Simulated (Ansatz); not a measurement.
**GaNCl (doublet): B2PLYP, RPA-PBE over vertical spin and charge gaps and displaced geometries, cc-pVDZ**

How well do these functionals follow the top wave-function level for GaNCl (doublet) over vertical spin and charge gaps and displaced geometries?

Computed with Ansatz 0.2.0, Gaussian basis. Level: cc-pVDZ, all electrons in the functionals, frozen cores in the correlation of double hybrids and RPA.

Plan: B2PLYP, RPA-PBE, at charge 0, doublet; charge 0, quartet; charge 1, singlet; charge 1, triplet; displaced geometry v1; displaced geometry v2.

34 further runs of the same task are left out: 10 for a known fault of the program, 14 that didn't finish, 10 set aside as unsound or not needed. Runs told in other sessions of the task aren't counted.

## Step 1: The system

The geometry is a PBE0/def2-TZVP stationary point (not a proven minimum). No spin-orbit coupling is included. The filled d shell of Ga may be among the frozen orbitals whatever the setting's name suggests.

3 atoms, charge 0, spin multiplicity 2.

Atoms are counted from 1 here; the program's logs count them from 0.

Bond lengths: Cl1–Ga2 2.102 Å, Ga2–N3 1.759 Å. Angles: Cl1–Ga2–N3 180.0°.

No dispersion term is added.

The geometry shown and the zero of energy belong to the point charge 0, doublet. The yardstick, RCCSDT(Q), and other wave-function levels (R restricted, U unrestricted, valence and pair active spaces) come from earlier runs.

## Step 2: B2PLYP, charge 0, doublet

Input file in.yaml:

```yaml
crystal:
  periodic: [false, false, false]
  atoms:
    - {symbol: Cl, position_ang: [0.000000, 0.000000, 1.987400]}
    - {symbol: Ga, position_ang: [0.000000, 0.000000, -0.114300]}
    - {symbol: N, position_ang: [0.000000, 0.000000, -1.873100]}
basis:
  gaussian: {orbitals: cc-pVDZ}
magnetization: {spin_polarized: true, initial_magnetization: 1}
hamiltonian: {xc: {name: B2PLYP}}
correlation: {electrons: outside_noble_gas}
```

Launch:

```sh
$ ansatz run in.yaml --threads 1 --pin off --events-out ev --progress --plain --max-ram 2393MiB
```

Standard output:

```text
Functional definition: B2PLYP
  name "B2PLYP"
  cite "Grimme, J. Chem. Phys. 124, 034108 (2006) doi:10.1063/1.2148954"
  cite "Becke, Phys. Rev. A 38, 3098 (1988) doi:10.1103/PhysRevA.38.3098"
  cite "Lee, Yang & Parr, Phys. Rev. B 37, 785 (1988) doi:10.1103/PhysRevB.37.785"
  parameter a = 0.53
  parameter c = 0.27
  exchange = (1 - a)*b88_x + a*exact_x
  correlation = (1 - c)*lyp_c + c*(mp2_os + mp2_ss)
656 factors; integrals over basis functions are off by at most 3.6e-4 eV
mean field evaluation 1: about -66363.7435 eV, gradient 2.7e1 eV
mean field evaluation 2: about -66363.8055 eV, gradient 2.7e1 eV
mean field evaluation 4: about -66367.8310 eV, gradient 4.7e0 eV
mean field evaluation 8: about -66368.0000 eV, gradient 3.7e-1 eV
mean field evaluation 16: about -66368.0093 eV, gradient 7.5e-3 eV
mean field evaluation 32: about -66368.0074 eV, gradient 2.0e-1 eV
mean field -66368.00928422 eV, -2438.9793553425 hartree, gradient 4.6e-6 eV, S^2 0.784416; 5 other end points of the search recorded, 0 dependent functions left out
20 core orbitals not correlated: weight in the atoms' cores, before any rotation towards them, 0.898 or more for the frozen orbitals, at most 0.059 for the correlated occupied ones
reference -66368.00940967 eV, -2438.9793599528 hartree; 8, 7 occupied and 31, 32 virtual orbitals, 656 factors
second order -11.52139664 eV of doubles, -0.00000000 eV of singles
Total energy: -66371.12018676 eV, -2439.0936789024 hartree
```

It took 8.5 s on 1 thread of Arm Neoverse V1, shared host.

From the report: ⟨S²⟩ of the determinant 0.784 (pure doublet: 0.75).

## Step 3: B2PLYP, charge 0, quartet

Changes to in.yaml since step 2:

```diff
@@ -8,3 +8,3 @@
   gaussian: {orbitals: cc-pVDZ}
-magnetization: {spin_polarized: true, initial_magnetization: 1}
+magnetization: {spin_polarized: true, initial_magnetization: 3}
 hamiltonian: {xc: {name: B2PLYP}}
```

Same command.

Standard output, cut to the lines that bear on the results:

```text
Functional definition: B2PLYP
  name "B2PLYP"
  cite "Grimme, J. Chem. Phys. 124, 034108 (2006) doi:10.1063/1.2148954"
  cite "Becke, Phys. Rev. A 38, 3098 (1988) doi:10.1103/PhysRevA.38.3098"
  cite "Lee, Yang & Parr, Phys. Rev. B 37, 785 (1988) doi:10.1103/PhysRevB.37.785"
[...]
656 factors; integrals over basis functions are off by at most 3.6e-4 eV
[...]
mean field -66366.52769295 eV, -2438.9249078676 hartree, gradient 1.8e-6 eV, S^2 3.759791; 2 other end points of the search recorded, 0 dependent functions left out
20 core orbitals not correlated: weight in the atoms' cores, before any rotation towards them, 0.790 or more for the frozen orbitals, at most 0.126 for the correlated occupied ones
reference -66366.52781356 eV, -2438.9249123000 hartree; 9, 6 occupied and 30, 33 virtual orbitals, 656 factors
second order -9.35082542 eV of doubles, -0.00000000 eV of singles
Total energy: -66369.05253642 eV, -2439.0176941540 hartree
```

Run time: 4.5 s. Hardware: 1 thread of Arm Neoverse V1, shared host.

From the report: ⟨S²⟩ of the determinant 3.760 (pure quartet: 3.75).

From charge 0, doublet: +47.7 kcal/mol.

## Step 4: B2PLYP, charge 1, singlet

Changes to in.yaml since step 3:

```diff
@@ -8,3 +8,4 @@
   gaussian: {orbitals: cc-pVDZ}
-magnetization: {spin_polarized: true, initial_magnetization: 3}
+total_charge: 1
+magnetization: {spin_polarized: true, initial_magnetization: 0}
 hamiltonian: {xc: {name: B2PLYP}}
```

Same command.

Standard output, cut to the lines that bear on the results:

```text
Functional definition: B2PLYP
  name "B2PLYP"
  cite "Grimme, J. Chem. Phys. 124, 034108 (2006) doi:10.1063/1.2148954"
  cite "Becke, Phys. Rev. A 38, 3098 (1988) doi:10.1103/PhysRevA.38.3098"
  cite "Lee, Yang & Parr, Phys. Rev. B 37, 785 (1988) doi:10.1103/PhysRevB.37.785"
[...]
656 factors; integrals over basis functions are off by at most 3.6e-4 eV
[...]
mean field -66359.39638081 eV, -2438.6628369805 hartree, gradient 2.2e-6 eV, S^2 1.004316; 4 other end points of the search recorded, 0 dependent functions left out
20 core orbitals not correlated: weight in the atoms' cores, before any rotation towards them, 0.929 or more for the frozen orbitals, at most 0.054 for the correlated occupied ones
reference -66359.39650706 eV, -2438.6628416201 hartree; 7, 7 occupied and 32, 32 virtual orbitals, 656 factors
second order -9.21622278 eV of doubles, -0.00000000 eV of singles
Total energy: -66361.88488721 eV, -2438.7542879040 hartree
```

It took 9 s on 1 thread of Arm Neoverse V1, shared host.

From the report: ⟨S²⟩ of the determinant 1.004 (pure singlet: 0.00). The determinant of B2PLYP (⟨S²⟩ 1.00) is far from a pure spin state, so its energy mixes those of several spin states; that is harmless only where they are near-degenerate.

From charge 0, doublet: +213.0 kcal/mol.

## Step 5: B2PLYP, charge 1, triplet

Changes to in.yaml since step 4:

```diff
@@ -9,3 +9,3 @@
 total_charge: 1
-magnetization: {spin_polarized: true, initial_magnetization: 0}
+magnetization: {spin_polarized: true, initial_magnetization: 2}
 hamiltonian: {xc: {name: B2PLYP}}
```

The command is unchanged.

Standard output, cut to the lines that bear on the results:

```text
Functional definition: B2PLYP
  name "B2PLYP"
  cite "Grimme, J. Chem. Phys. 124, 034108 (2006) doi:10.1063/1.2148954"
  cite "Becke, Phys. Rev. A 38, 3098 (1988) doi:10.1103/PhysRevA.38.3098"
  cite "Lee, Yang & Parr, Phys. Rev. B 37, 785 (1988) doi:10.1103/PhysRevB.37.785"
[...]
656 factors; integrals over basis functions are off by at most 3.6e-4 eV
[...]
mean field -66360.00637969 eV, -2438.6852540256 hartree, gradient 2.7e-6 eV, S^2 2.012883; 0 other end points of the search recorded, 0 dependent functions left out
20 core orbitals not correlated: weight in the atoms' cores, before any rotation towards them, 0.867 or more for the frozen orbitals, at most 0.097 for the correlated occupied ones
reference -66360.00650614 eV, -2438.6852586727 hartree; 8, 6 occupied and 31, 33 virtual orbitals, 656 factors
second order -9.18396301 eV of doubles, -0.00000000 eV of singles
Total energy: -66362.48617615 eV, -2438.7763848649 hartree
```

It took 3.8 s on 1 thread of Arm Neoverse V1, shared host.

From the report: ⟨S²⟩ of the determinant 2.013 (pure triplet: 2.00).

From charge 0, doublet: +199.1 kcal/mol.

## Step 6: B2PLYP, displaced geometry v1

Input file in.yaml:

```yaml
crystal:
  periodic: [false, false, false]
  atoms:
    - {symbol: Cl, position_ang: [-0.015433, -0.009008, 2.009040]}
    - {symbol: Ga, position_ang: [-0.016266, -0.025151, -0.103813]}
    - {symbol: N, position_ang: [0.031698, 0.034159, -1.905227]}
basis:
  gaussian: {orbitals: cc-pVDZ}
magnetization: {spin_polarized: true, initial_magnetization: 1}
hamiltonian: {xc: {name: B2PLYP}}
correlation: {electrons: outside_noble_gas}
```

The command is unchanged.

Standard output, cut to the lines that bear on the results:

```text
Functional definition: B2PLYP
  name "B2PLYP"
  cite "Grimme, J. Chem. Phys. 124, 034108 (2006) doi:10.1063/1.2148954"
  cite "Becke, Phys. Rev. A 38, 3098 (1988) doi:10.1103/PhysRevA.38.3098"
  cite "Lee, Yang & Parr, Phys. Rev. B 37, 785 (1988) doi:10.1103/PhysRevB.37.785"
[...]
656 factors; integrals over basis functions are off by at most 3.5e-4 eV
[...]
mean field -66368.00693987 eV, -2438.9792691895 hartree, gradient 1.6e-10 eV, S^2 0.799896; 9 other end points of the search recorded, 0 dependent functions left out
20 core orbitals not correlated: weight in the atoms' cores, before any rotation towards them, 0.908 or more for the frozen orbitals, at most 0.058 for the correlated occupied ones
reference -66368.00706536 eV, -2438.9792738010 hartree; 8, 7 occupied and 31, 32 virtual orbitals, 656 factors
second order -11.54727551 eV of doubles, -0.00000000 eV of singles
Total energy: -66371.12482975 eV, -2439.0938495289 hartree
```

It took 69 s on 1 thread of Arm Neoverse V1, shared host.

From the report: ⟨S²⟩ of the determinant 0.800 (pure doublet: 0.75).

From charge 0, doublet: -0.1 kcal/mol.

## Step 7: B2PLYP, displaced geometry v2

Input file in.yaml:

```yaml
crystal:
  periodic: [false, false, false]
  atoms:
    - {symbol: Cl, position_ang: [0.084376, 0.005225, 1.982398]}
    - {symbol: Ga, position_ang: [-0.080498, 0.013599, -0.107709]}
    - {symbol: N, position_ang: [-0.003878, -0.018825, -1.874689]}
basis:
  gaussian: {orbitals: cc-pVDZ}
magnetization: {spin_polarized: true, initial_magnetization: 1}
hamiltonian: {xc: {name: B2PLYP}}
correlation: {electrons: outside_noble_gas}
```

Launched as before.

Standard output, cut to the lines that bear on the results:

```text
Functional definition: B2PLYP
  name "B2PLYP"
  cite "Grimme, J. Chem. Phys. 124, 034108 (2006) doi:10.1063/1.2148954"
  cite "Becke, Phys. Rev. A 38, 3098 (1988) doi:10.1103/PhysRevA.38.3098"
  cite "Lee, Yang & Parr, Phys. Rev. B 37, 785 (1988) doi:10.1103/PhysRevB.37.785"
[...]
656 factors; integrals over basis functions are off by at most 3.6e-4 eV
[...]
mean field -66368.00323913 eV, -2438.9791331895 hartree, gradient 2.7e-6 eV, S^2 0.803801; 6 other end points of the search recorded, 0 dependent functions left out
20 core orbitals not correlated: weight in the atoms' cores, before any rotation towards them, 0.898 or more for the frozen orbitals, at most 0.063 for the correlated occupied ones
reference -66368.00336473 eV, -2438.9791378054 hartree; 8, 7 occupied and 31, 32 virtual orbitals, 656 factors
second order -11.47785998 eV of doubles, -0.00000000 eV of singles
Total energy: -66371.10238693 eV, -2439.0930247705 hartree
```

It took 35 s on 1 thread of Arm Neoverse V1, shared host.

From the report: ⟨S²⟩ of the determinant 0.804 (pure doublet: 0.75).

From charge 0, doublet: +0.4 kcal/mol.

## Step 8: RPA-PBE, charge 0, doublet

Input file in.yaml:

```yaml
crystal:
  periodic: [false, false, false]
  atoms:
    - {symbol: Cl, position_ang: [0.000000, 0.000000, 1.987400]}
    - {symbol: Ga, position_ang: [0.000000, 0.000000, -0.114300]}
    - {symbol: N, position_ang: [0.000000, 0.000000, -1.873100]}
basis:
  gaussian: {orbitals: cc-pVDZ}
magnetization: {spin_polarized: true, initial_magnetization: 1}
hamiltonian: {xc: {name: PBE}}
correlation: {method: rpa, electrons: outside_noble_gas}
```

Launched as before.

Standard output, cut to the lines that bear on the results:

```text
Functional definition: PBE
  name "PBE"
  cite "Perdew, Burke & Ernzerhof, Phys. Rev. Lett. 77, 3865 (1996) doi:10.1103/PhysRevLett.77.3865"
  parent pbe
[...]
656 factors; integrals over basis functions are off by at most 3.6e-4 eV
[...]
mean field -66373.12008062 eV, -2439.1671736463 hartree, gradient 5.6e-6 eV, S^2 0.758449; 1 other end points of the search recorded, 0 dependent functions left out
20 core orbitals not correlated: weight in the atoms' cores, before any rotation towards them, 0.751 or more for the frozen orbitals, at most 0.178 for the correlated occupied ones
reference -66315.76846309 eV, -2437.0595405764 hartree; 8, 7 occupied and 31, 32 virtual orbitals, 656 factors
Total energy: -66330.53738093 eV, -2437.6022882963 hartree
```

It took 4.4 s on 1 thread of Arm Neoverse V1, shared host.

From the report: ⟨S²⟩ of the determinant 0.758 (pure doublet: 0.75).

## Step 9: RPA-PBE, charge 0, quartet

Changes to in.yaml since step 8:

```diff
@@ -8,3 +8,3 @@
   gaussian: {orbitals: cc-pVDZ}
-magnetization: {spin_polarized: true, initial_magnetization: 1}
+magnetization: {spin_polarized: true, initial_magnetization: 3}
 hamiltonian: {xc: {name: PBE}}
```

The command is unchanged.

Standard output, cut to the lines that bear on the results:

```text
Functional definition: PBE
  name "PBE"
  cite "Perdew, Burke & Ernzerhof, Phys. Rev. Lett. 77, 3865 (1996) doi:10.1103/PhysRevLett.77.3865"
  parent pbe
[...]
656 factors; integrals over basis functions are off by at most 3.6e-4 eV
[...]
mean field -66370.95115123 eV, -2439.0874669610 hartree, gradient 1.1e-6 eV, S^2 3.753273; 4 other end points of the search recorded, 0 dependent functions left out
20 core orbitals not correlated: weight in the atoms' cores, before any rotation towards them, 0.644 or more for the frozen orbitals, at most 0.336 for the correlated occupied ones
reference -66315.09108663 eV, -2437.0346474504 hartree; 9, 6 occupied and 30, 33 virtual orbitals, 656 factors
Total energy: -66328.42242867 eV, -2437.5245652341 hartree
```

It took 6 s on 1 thread of Arm Neoverse V1, shared host.

From the report: ⟨S²⟩ of the determinant 3.753 (pure quartet: 3.75).

From charge 0, doublet: +48.8 kcal/mol.

## Step 10: RPA-PBE, charge 1, singlet

Changes to in.yaml since step 9:

```diff
@@ -8,3 +8,4 @@
   gaussian: {orbitals: cc-pVDZ}
-magnetization: {spin_polarized: true, initial_magnetization: 3}
+total_charge: 1
+magnetization: {spin_polarized: true, initial_magnetization: 0}
 hamiltonian: {xc: {name: PBE}}
```

The command is unchanged.

Standard output, cut to the lines that bear on the results:

```text
Functional definition: PBE
  name "PBE"
  cite "Perdew, Burke & Ernzerhof, Phys. Rev. Lett. 77, 3865 (1996) doi:10.1103/PhysRevLett.77.3865"
  parent pbe
[...]
656 factors; integrals over basis functions are off by at most 3.6e-4 eV
[...]
mean field -66363.73416259 eV, -2438.8222475205 hartree, gradient 8.6e-6 eV, S^2 1.002733; 8 other end points of the search recorded, 0 dependent functions left out
20 core orbitals not correlated: weight in the atoms' cores, before any rotation towards them, 0.832 or more for the frozen orbitals, at most 0.139 for the correlated occupied ones
reference -66307.92157501 eV, -2436.7711727582 hartree; 7, 7 occupied and 32, 32 virtual orbitals, 656 factors
Total energy: -66321.31313820 eV, -2437.2633036283 hartree
```

Run time: 23 s. Hardware: 1 thread of Arm Neoverse V1, shared host.

From the report: ⟨S²⟩ of the determinant 1.003 (pure singlet: 0.00). The determinant of RPA-PBE (⟨S²⟩ 1.00) is far from a pure spin state, so its energy mixes those of several spin states; that is harmless only where they are near-degenerate.

From charge 0, doublet: +212.7 kcal/mol.

## Step 11: RPA-PBE, charge 1, triplet

Changes to in.yaml since step 10:

```diff
@@ -9,3 +9,3 @@
 total_charge: 1
-magnetization: {spin_polarized: true, initial_magnetization: 0}
+magnetization: {spin_polarized: true, initial_magnetization: 2}
 hamiltonian: {xc: {name: PBE}}
```

Launched as before.

Standard output, cut to the lines that bear on the results:

```text
Functional definition: PBE
  name "PBE"
  cite "Perdew, Burke & Ernzerhof, Phys. Rev. Lett. 77, 3865 (1996) doi:10.1103/PhysRevLett.77.3865"
  parent pbe
[...]
656 factors; integrals over basis functions are off by at most 3.6e-4 eV
[...]
mean field -66364.25052990 eV, -2438.8412236691 hartree, gradient 2.6e-6 eV, S^2 2.007689; 1 other end points of the search recorded, 0 dependent functions left out
20 core orbitals not correlated: weight in the atoms' cores, before any rotation towards them, 0.759 or more for the frozen orbitals, at most 0.191 for the correlated occupied ones
reference -66308.88420202 eV, -2436.8065486484 hartree; 8, 6 occupied and 31, 33 virtual orbitals, 656 factors
Total energy: -66321.91446897 eV, -2437.2854021266 hartree
```

It took 3.6 s on 1 thread of Arm Neoverse V1, shared host.

From the report: ⟨S²⟩ of the determinant 2.008 (pure triplet: 2.00).

From charge 0, doublet: +198.8 kcal/mol.

## Step 12: RPA-PBE, displaced geometry v1

Input file in.yaml:

```yaml
crystal:
  periodic: [false, false, false]
  atoms:
    - {symbol: Cl, position_ang: [-0.015433, -0.009008, 2.009040]}
    - {symbol: Ga, position_ang: [-0.016266, -0.025151, -0.103813]}
    - {symbol: N, position_ang: [0.031698, 0.034159, -1.905227]}
basis:
  gaussian: {orbitals: cc-pVDZ}
magnetization: {spin_polarized: true, initial_magnetization: 1}
hamiltonian: {xc: {name: PBE}}
correlation: {method: rpa, electrons: outside_noble_gas}
```

The command is unchanged.

Standard output, cut to the lines that bear on the results:

```text
Functional definition: PBE
  name "PBE"
  cite "Perdew, Burke & Ernzerhof, Phys. Rev. Lett. 77, 3865 (1996) doi:10.1103/PhysRevLett.77.3865"
  parent pbe
[...]
656 factors; integrals over basis functions are off by at most 3.5e-4 eV
[...]
mean field -66373.13150152 eV, -2439.1675933566 hartree, gradient 2.5e-10 eV, S^2 0.759966; 5 other end points of the search recorded, 0 dependent functions left out
20 core orbitals not correlated: weight in the atoms' cores, before any rotation towards them, 0.756 or more for the frozen orbitals, at most 0.189 for the correlated occupied ones
reference -66315.74676169 eV, -2437.0587430646 hartree; 8, 7 occupied and 31, 32 virtual orbitals, 656 factors
Total energy: -66330.59248084 eV, -2437.6043131804 hartree
```

It took 49 s on 1 thread of Arm Neoverse V1, shared host.

From the report: ⟨S²⟩ of the determinant 0.760 (pure doublet: 0.75).

From charge 0, doublet: -1.3 kcal/mol.

## Step 13: RPA-PBE, displaced geometry v2

Input file in.yaml:

```yaml
crystal:
  periodic: [false, false, false]
  atoms:
    - {symbol: Cl, position_ang: [0.084376, 0.005225, 1.982398]}
    - {symbol: Ga, position_ang: [-0.080498, 0.013599, -0.107709]}
    - {symbol: N, position_ang: [-0.003878, -0.018825, -1.874689]}
basis:
  gaussian: {orbitals: cc-pVDZ}
magnetization: {spin_polarized: true, initial_magnetization: 1}
hamiltonian: {xc: {name: PBE}}
correlation: {method: rpa, electrons: outside_noble_gas}
```

The command is unchanged.

Standard output, cut to the lines that bear on the results:

```text
Functional definition: PBE
  name "PBE"
  cite "Perdew, Burke & Ernzerhof, Phys. Rev. Lett. 77, 3865 (1996) doi:10.1103/PhysRevLett.77.3865"
  parent pbe
[...]
656 factors; integrals over basis functions are off by at most 3.6e-4 eV
[...]
mean field -66373.11289561 eV, -2439.1669096019 hartree, gradient 6.2e-10 eV, S^2 0.758829; 5 other end points of the search recorded, 0 dependent functions left out
20 core orbitals not correlated: weight in the atoms' cores, before any rotation towards them, 0.746 or more for the frozen orbitals, at most 0.195 for the correlated occupied ones
reference -66315.75496302 eV, -2437.0590444580 hartree; 8, 7 occupied and 31, 32 virtual orbitals, 656 factors
Total energy: -66330.53909966 eV, -2437.6023514582 hartree
```

It took 25 s on 1 thread of Arm Neoverse V1, shared host.

From the report: ⟨S²⟩ of the determinant 0.759 (pure doublet: 0.75).

From charge 0, doublet: 0.0 kcal/mol.

## Step 14: The comparison

The yardstick is RCCSDT(Q), where the cluster series has nearly closed. It comes from earlier runs at the same points. Energies in kcal/mol, counted from charge 0, doublet; blanks weren't run or aren't comparable.

| level | doublet to quartet | ionisation to the singlet cation | ionisation to the triplet cation | displacement v1 | displacement v2 |
| --- | --- | --- | --- | --- | --- |
| RCCSDT(Q) | 47.3 |  | 193.1 | -1.0 | 0.0 |
| B2PLYP | 47.7 | 213.0 | 199.1 | -0.1 | 0.4 |
| RPA-PBE | 48.8 | 212.7 | 198.8 | -1.3 | 0.0 |

Largest miss and mean time a point (RCCSDT(Q) took 73 s a point; shared hosts):

```csv
level,largest miss (kcal/mol),where,time a point
B2PLYP,+6.0,ionisation to the triplet cation,22 s
RPA-PBE,+5.8,ionisation to the triplet cation,18 s
```

## Step 15: Summary of results

| quantity | value |
| --- | --- |
| doublet to quartet, RCCSDT(Q) | 47.3 kcal/mol |
| ionisation to the triplet cation, RCCSDT(Q) | 193.1 kcal/mol |
| displacement v1, RCCSDT(Q) | -1.0 kcal/mol |
| displacement v2, RCCSDT(Q) | 0.0 kcal/mol |
| largest miss, B2PLYP | +6.0 kcal/mol (ionisation to the triplet cation) |
| largest miss, RPA-PBE | +5.8 kcal/mol (ionisation to the triplet cation) |

**Reading.** Misses are known at 4 of 5 points at best, and only functionals with that many are ranked. Of the functionals, RPA-PBE keep the smallest largest miss at the points compared (at most 5.8 kcal/mol) and B2PLYP strays most (6.0 kcal/mol, at ionisation to the triplet cation). B2PLYP, RPA-PBE clearly break the spin symmetry at some points (⟨S²⟩ up to 1.00 above the pure value), so energy there is bought with a mixed spin. Functionals and the yardstick converge differently with the basis, so part of each miss in cc-pVDZ is the basis.
